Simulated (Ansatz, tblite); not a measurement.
# The cluster Ge3Sb2−: one state, many levels

One table from this session's results is given with a row withheld; the runs are named, their logs left out.

Computed with Ansatz 0.2.0, Gaussian basis. Level: as each input shows.

Plan: GFN1-xTB, PBE-D4/def2-TZVPD, r2SCAN-D4/def2-TZVPD, B97M-V/def2-TZVPD, B2PLYP/def2-TZVPD, BHLYP-D4/def2-TZVPD, MP2/def2-TZVPD, RPA/def2-TZVPD.

7 further runs of the same task are left out: 7 set aside as unsound or not needed. Runs told in other sessions of the task aren't counted.

## The structure

The geometry is that of the doublet, from an earlier relaxation (r2SCAN-D4/def2-SVPD). At that level it is the lowest of the isomers that a small search found.

5 atoms, charge -1, spin multiplicity 2.

Bond lengths: Sb1–Ge3 2.651 Å, Sb1–Ge4 2.786 Å, Sb1–Ge5 2.651 Å, Sb2–Ge3 2.651 Å, Sb2–Ge4 2.786 Å, Sb2–Ge5 2.651 Å. Angles: Ge3–Sb1–Ge4 60.9°, Ge3–Sb1–Ge5 79.9°, Ge4–Sb1–Ge5 60.9°, Ge3–Sb2–Ge4 60.9°, Ge3–Sb2–Ge5 79.9°, Ge4–Sb2–Ge5 60.9°, Sb1–Ge3–Sb2 99.1°, Sb1–Ge4–Sb2 92.8°, Sb1–Ge5–Sb2 99.1°.

Sb takes a core potential in the def2 sets. No spin-orbit coupling is included. The ion is computed in the gas phase, without counter-ions or solvent.

PBE0-D4/def2-TZVPD was run before; its log isn't repeated, and its numbers join the tables.

Set-up of the first run:

Tight binding, by tblite at 300 K electronic temperature and without a spin-polarisation term:

```python
tblite.interface.Calculator('GFN1-xTB', numbers, positions, charge=-1, uhf=1).singlepoint()
```

start.molden holds the orbitals of an earlier run on this state, given as this run's starting guess.

in.yaml

```yaml
crystal:
  periodic: [false, false, false]
  atoms:
    - {symbol: Sb, position_ang: [-1.909620, -0.638533, -0.311676]}
    - {symbol: Sb, position_ang: [1.914760, 0.194173, 0.668956]}
    - {symbol: Ge, position_ang: [-0.537384, 0.591389, 1.593574]}
    - {symbol: Ge, position_ang: [-0.014746, 1.274794, -1.024987]}
    - {symbol: Ge, position_ang: [0.546990, -1.421824, -0.925868]}
basis:
  gaussian: {orbitals: def2-TZVPD, initial_orbitals: start.molden}
total_charge: -1
magnetization: {spin_polarized: true, initial_magnetization: 1}
hamiltonian: {xc: pbe, dispersion: d4}
scf: {omitted_lower_state_checks: [starts]}
output: {forces: true, orbitals: {seedname: orbitals}}
```

On the command line:

```sh
$ ansatz run in.yaml --threads 4 --pin off --events-out ev --progress --plain --max-ram 4787MiB
```

Among the steps run: PBE-D4/def2-TZVPD; r2SCAN-D4/def2-TZVPD; B97M-V/def2-TZVPD; B2PLYP/def2-TZVPD; BHLYP-D4/def2-TZVPD; MP2/def2-TZVPD; RPA/def2-TZVPD.

One of the session's tables, all rows but one given; the rest of the session is left out.

It belongs to the step «Levels side by side». 

```
               level  HOMO (eV)  LUMO (eV)  gap (eV)
   PBE-D4/def2-TZVPD       0.00       0.44      0.44
r2SCAN-D4/def2-TZVPD      -0.26       0.53      0.79
   B97M-V/def2-TZVPD          ?          ?         ?
  PBE0-D4/def2-TZVPD      -0.77       1.01      1.78
 BHLYP-D4/def2-TZVPD      -1.33       1.70      3.03
```

**Question.** Estimate the row for B97M-V/def2-TZVPD.

The run gave: HOMO (eV): -0.10; LUMO (eV): 0.57; gap (eV): 0.67. In the column «HOMO (eV)» it lies between r2SCAN-D4/def2-TZVPD (-0.26) and PBE-D4/def2-TZVPD (0.00).
